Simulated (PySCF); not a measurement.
# C9H12Se: the cost of one run

Programs: PySCF 2.14.0, with routines of our own; each step states its level. All values are computed. Atoms count from 0.

## 1. The system as given

22 atoms, charge 0, multiplicity 1; geometry from: GFN2-xTB.

## 2. Relaxing the molecule at PBE0-D3(BJ)/def2-SVP

Job settings and geometry (Å):

```
{"job": {"xc": "PBE0", "basis": "def2-SVP", "d3": "d3bj", "grid": 2, "kind": "geom"}, "charge": 0, "multiplicity": 1}
C      3.284625     0.660312     1.083670
Se     1.414510     1.196352     1.068510
C      0.734581    -0.102619    -0.118042
C      1.384738    -1.092530    -0.760685
C      0.429351    -1.830121    -1.557414
C     -0.790554    -1.299003    -1.404433
C     -0.723076    -0.138997    -0.468191
C     -1.754787    -0.151444     0.686491
C     -2.581981     0.910951    -0.044604
C     -1.389529     1.164845    -0.972426
H      3.691105     0.749821     0.079699
H      3.804900     1.333802     1.759283
H      3.360339    -0.362445     1.443497
H      2.432855    -1.326570    -0.716223
H      0.695653    -2.673671    -2.169891
H     -1.708127    -1.619552    -1.861610
H     -2.232052    -1.110242     0.874318
H     -1.313432     0.224221     1.609758
H     -2.912412     1.756660     0.553954
H     -3.437561     0.488814    -0.567556
H     -0.808065     2.039461    -0.680057
H     -1.591494     1.201341    -2.040271
```

Command:

```
$ OMP_NUM_THREADS=1 python excited_run.py task.json out
```

One launch serves the whole session: the jobs run in the order shown.

Q: Estimate the wall time and peak memory of this first job on 1 thread of Arm Neoverse V2, shared host.

About 4.4 min, with a peak of 1.1 GiB.
